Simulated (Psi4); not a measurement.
# singlet [SiNHF3]+: levels of theory compared

Aim: a comparison of 6 runs (DSD-PBEP86/6-31G*, wB97M-V/6-31G*, wB97X-V/6-31G*, wB97X/6-31G*, OMP2/6-31G*, MP3/6-31G*) of singlet [SiNHF3]+. 

The results are computed with Psi4 1.11.

## (1) The structure to begin with

[SiNHF3]+ has 6 atoms, charge +1, and is taken as a singlet. SMILES of the parent species: `[NH][Si](F)(F)F`. The coordinates come from a PBE0-D4/def2-TZVP relaxation. That shape belongs to the parent species and isn't relaxed for this state.

Bond lengths: N1–Si2 1.723 Å, Si2–F3 1.568 Å, Si2–F4 1.573 Å, Si2–F5 1.573 Å, N1–H6 1.021 Å. Angles: N1–Si2–F3 109.4°, N1–Si2–F4 111.5°, N1–Si2–F5 111.4°, F3–Si2–F4 107.8°, F3–Si2–F5 107.8°, F4–Si2–F5 108.9°, Si2–N1–H6 114.3°.

## (2) The energy at DSD-PBEP86/6-31G(d) (density fitting for correlation, spherical functions) (run 1)

Contents of f3hnsi.xyz:

```xyz
6
F3HNSi
N     -0.974500     0.604600     0.713900
Si     0.193600    -0.089600    -0.346100
F     -0.087100     0.387600    -1.812600
F      0.123100    -1.661400    -0.330200
F      1.652300     0.359600     0.035600
H     -0.865300     0.335400     1.693200
```

Contents of f3hnsi_ase.py:

```python
import numpy as np
from ase.calculators.psi4 import Psi4
from ase.io import read

mol = read('f3hnsi.xyz')
calc = Psi4(atoms=mol, method='dsd-pbep86', basis='6-31G*', memory='2200MB', num_threads=1, charge=1, multiplicity=1, label='calc')
calc.psi4.set_options({'puream': True, 'e_convergence': 1e-09, 'd_convergence': 1e-08, 'scf_type': 'pk', 'dft_radial_points': 99, 'dft_spherical_points': 590, 'num_frozen_docc': 9})
mol.calc = calc

print(f'energy: {mol.get_potential_energy():.6f} eV')
```

Command:

```sh
python f3hnsi_ase.py
```

calc.dat:

```text
[...]
  Running in c1 symmetry.
[...]
  Nuclear repulsion =  256.064953319374581
[...]
  Multiplicity = 1
[...]
  Nalpha       = 24
  Nbeta        = 24
[...]
    Number of basis functions: 76
[...]
   @RKS iter   1:  -642.62224673808873   -4.91082e-01   7.10731e-03 ADIIS/DIIS
[...]
   @RKS iter  15:  -642.74419999172767   -1.45519e-11   4.18469e-09 DIIS
[...]
    Orbital Energies [Eh]
    ---------------------
    Doubly Occupied:
       1A    -68.248134     2A    -25.994509     3A    -25.994204
       4A    -25.973189     5A    -15.661472     6A     -6.229864
       7A     -4.422691     8A     -4.421593     9A     -4.420960
      10A     -1.728994    11A     -1.702800    12A     -1.689153
      13A     -1.449153    14A     -1.040390    15A     -0.947030
      16A     -0.895328    17A     -0.894845    18A     -0.867867
      19A     -0.836468    20A     -0.834906    21A     -0.823127
      22A     -0.817653    23A     -0.801495    24A     -0.791271
[...]
  @RKS Final Energy:  -642.74419999172767
   => Energetics <=
    Nuclear Repulsion Energy =            256.0649533193745810
    One-Electron Energy =               -1390.6343892057534504
    Two-Electron Energy =                 508.6802064643059111
    DFT Exchange-Correlation Energy =     -16.8549705696547392
    Empirical Dispersion Energy =           0.0000000000000000
    VV10 Nonlocal Energy =                  0.0000000000000000
    Total Energy =                       -642.7441999917276689
[...]
 Multipole Moments:
 ------------------------------------------------------------------------------------
     Multipole            Electronic (a.u.)      Nuclear  (a.u.)        Total (a.u.)
 ------------------------------------------------------------------------------------
 L = 1.  Multiply by 2.5417464519 to convert [e a0] to [Debye]
 Dipole X            :          0.3759348           -1.9662838           -1.5903489
 Dipole Y            :         -0.2156888            0.9656641            0.7499753
 Dipole Z            :         -0.3753066            2.8531713            2.4778647
 Magnitude           :                                                    3.0383361
[...]
```

The script printed:

```text
energy: -17500.055327 eV
```

Wall time 14 s (1 thread of Intel Xeon Platinum 8259CL at 2.50GHz (Skylake/Cascade Lake), shared host); peak memory 0.9 GiB.

## (3) A single-point energy at wB97M-V/6-31G(d) (spherical functions) (run 2)

Contents of calc.dat:

```
memory 2200 mb

molecule {
  1 1
  N
  Si 1 r2
  F 2 r3 1 a3
  F 2 r4 3 a4 1 d4
  F 2 r5 3 a5 4 d5
  H 1 r6 2 a6 3 d6

  r2 = 1.72336
  r3 = 1.567525
  a3 = 109.35567
  r4 = 1.573461
  a4 = 107.79054
  d4 = 121.3266
  r5 = 1.573303
  a5 = 107.8234
  d5 = 117.44712
  r6 = 1.02148
  a6 = 114.2715
  d6 = 179.52235
  units angstrom
  symmetry c1
  no_reorient
  no_com
}

set {
  basis 6-31G*
  puream true
  e_convergence 1e-09
  d_convergence 1e-08
  scf_type pk
  dft_radial_points 99
  dft_spherical_points 590
}

result, w = energy('wb97m-v', return_wfn=True)
```

Command:

```sh
psi4 -i calc.dat -o calc.out -n 1
```

calc.out:

```text
[...]
  Running in c1 symmetry.
[...]
  Nuclear repulsion =  256.064937016476563
[...]
  Multiplicity = 1
[...]
  Nalpha       = 24
  Nbeta        = 24
[...]
    Number of basis functions: 76
[...]
   @RKS iter   1:  -643.78153853110416   -3.58894e-01   7.31348e-03 ADIIS/DIIS
[...]
   @RKS iter  18:  -643.90977404289845   -9.43601e-12   6.06597e-09 DIIS
[...]
    Orbital Energies [Eh]
    ---------------------
    Doubly Occupied:
       1A    -66.796891     2A    -25.182163     3A    -25.181657
       4A    -25.154751     5A    -15.017725     6A     -5.822511
       7A     -4.137669     8A     -4.136770     9A     -4.136069
      10A     -1.601018    11A     -1.576290    12A     -1.558347
      13A     -1.362285    14A     -0.998029    15A     -0.910906
      16A     -0.863920    17A     -0.858055    18A     -0.829795
      19A     -0.801263    20A     -0.800692    21A     -0.786996
      22A     -0.785073    23A     -0.763122    24A     -0.754023
[...]
  @RKS Final Energy:  -643.90977404289845
   => Energetics <=
    Nuclear Repulsion Energy =            256.0649370164765628
    One-Electron Energy =               -1390.5648604356815667
    Two-Electron Energy =                 534.6709169209863148
    DFT Exchange-Correlation Energy =     -44.2811273410563970
    Empirical Dispersion Energy =           0.0000000000000000
    VV10 Nonlocal Energy =                  0.2003597963767386
    Total Energy =                       -643.9097740428984480
[...]
 Multipole Moments:
 ------------------------------------------------------------------------------------
     Multipole            Electronic (a.u.)      Nuclear  (a.u.)        Total (a.u.)
 ------------------------------------------------------------------------------------
 L = 1.  Multiply by 2.5417464519 to convert [e a0] to [Debye]
 Dipole X            :          0.0028060           -0.0080098           -0.0052037
 Dipole Y            :         -0.0387891            0.9231048            0.8843157
 Dipole Z            :          0.9586434           -3.4766614           -2.5180180
 Magnitude           :                                                    2.6687930
[...]
```

It took 3.1 min on 1 thread of Intel Xeon Platinum 8259CL at 2.50GHz (Skylake/Cascade Lake), shared host; peak memory 1.1 GiB.

Runs 3 to 5 aren't shown in full; the table further down has their settings and results.

## (4) A single-point energy at MP3/6-31G(d) (spherical functions) (run 6)

Contents of job.dat:

```
memory 2.2 GB

molecule system {
  1 1
  N     -0.974500     0.604600     0.713900
  Si     0.193600    -0.089600    -0.346100
  F     -0.087100     0.387600    -1.812600
  F      0.123100    -1.661400    -0.330200
  F      1.652300     0.359600     0.035600
  H     -0.865300     0.335400     1.693200
  symmetry c1
}

set puream true
set e_convergence 1e-09
set d_convergence 1e-08
set scf_type pk
set num_frozen_docc 9
set mp_type conv

e_tot, wfn = energy("mp3/6-31G*", return_wfn=True)
```

Command:

```sh
psi4 -n 1 job.dat job.out
```

job.out:

```text
[...]
  Running in c1 symmetry.
[...]
  Nuclear repulsion =  256.064953319374581
[...]
  Multiplicity = 1
[...]
  Nalpha       = 24
  Nbeta        = 24
[...]
    Number of basis functions: 76
[...]
   @RHF iter   1:  -641.82741226101336   -7.23835e-01   7.43026e-03 DIIS/ADIIS
[...]
   @RHF iter  15:  -641.97169828831250   -4.20641e-12   2.36666e-09 DIIS
[...]
    Orbital Energies [Eh]
    ---------------------
    Doubly Occupied:
       1A    -69.185849     2A    -26.550946     3A    -26.550732
       4A    -26.532037     5A    -16.098970     6A     -6.528202
       7A     -4.637686     8A     -4.636608     9A     -4.636011
      10A     -1.861620    11A     -1.834970    12A     -1.822829
      13A     -1.544041    14A     -1.110013    15A     -1.019200
      16A     -0.967761    17A     -0.966685    18A     -0.940165
      19A     -0.910164    20A     -0.907280    21A     -0.892848
      22A     -0.890151    23A     -0.874940    24A     -0.865290
[...]
  @RHF Final Energy:  -641.97169828831250
   => Energetics <=
    Nuclear Repulsion Energy =            256.0649533193745810
    One-Electron Energy =               -1390.5433068114457456
    Two-Electron Energy =                 492.5066552037586689
    Total Energy =                       -641.9716982883124956
[...]
 Multipole Moments:
 ------------------------------------------------------------------------------------
     Multipole            Electronic (a.u.)      Nuclear  (a.u.)        Total (a.u.)
 ------------------------------------------------------------------------------------
 L = 1.  Multiply by 2.5417464519 to convert [e a0] to [Debye]
 Dipole X            :          0.2916170           -1.9662838           -1.6746668
 Dipole Y            :         -0.1668995            0.9656641            0.7987646
 Dipole Z            :         -0.2955491            2.8531713            2.5576222
 Magnitude           :                                                    3.1597412
[...]
	SCS-MP2 Total Energy (a.u.)        :  -642.65130635587241
	SOS-MP2 Total Energy (a.u.)        :  -642.64002967821637
[...]
	SOS-PI-MP2 Total Energy (a.u.)     :  -642.69143978513205
[...]
	MP2 Total Energy (a.u.)            :  -642.67385971118472
[...]
	SCS-MP3 Total Energy (a.u.)        :  -642.65318200235242
[...]
	MP3 Total Energy (a.u.)            :  -642.68136229710501
[...]
```

It took 8.4 s on 1 thread of Intel Xeon Platinum 8259CL at 2.50GHz (Skylake/Cascade Lake), shared host; peak memory 0.38 GiB.

## (5) Overview of the runs

| run | level | fitting correlation | frozen core orbitals | energy (Eh) | HOMO energy (eV) | LUMO energy (eV) | HOMO–LUMO gap (eV) | wall time |
| --- | --- | --- | --- | --- | --- | --- | --- | --- |
| 1 | DSD-PBEP86/6-31G* (density fitting for correlation, spherical functions) | density fitting | 9 | -643.115177 | -21.53 | -13.01 | 8.52 | 14 s |
| 2 | wB97M-V/6-31G* (spherical functions) | – | 0 | -643.909774 | -20.52 | -13.44 | 7.08 | 3.1 min |
| 3 | wB97X-V/6-31G* (spherical functions) | – | 0 | -643.836251 | -20.53 | -13.45 | 7.08 | 2.7 min |
| 4 | wB97X/6-31G* (spherical functions) | – | 0 | -643.915738 | -20.53 | -13.47 | 7.06 | 25 s |
| 5 | OMP2/6-31G* (density fitting for correlation, spherical functions) | density fitting | 9 | -642.689778 | -23.55 | -10.84 | 12.70 | 23 s |
| 6 | MP3/6-31G* (spherical functions) | none | 9 | -642.681362 | -23.55 | -10.84 | 12.70 | 8.4 s |

## (6) What came out

| quantity | value |
| --- | --- |
| run 6: total energy | -642.68136 Eh |
| run 6: HOMO energy (Hartree–Fock orbitals) | -23.55 eV |
| run 6: LUMO energy (Hartree–Fock orbitals) | -10.84 eV |
| run 6: HOMO–LUMO gap (Hartree–Fock orbitals) | 12.70 eV |
| run 6: correlation energy (9 core orbitals frozen) | -709.7 mEh |

**Reading.** Over runs 1, 2, 3, 4 the HOMO–LUMO gap runs from 7.06 eV (wB97X/6-31G*) to 8.52 eV (DSD-PBEP86/6-31G*). A double hybrid's value is that of its SCF part. Totals of different functionals can't be ranked against each other. All runs together took 7 min, the longest 3.1 min.
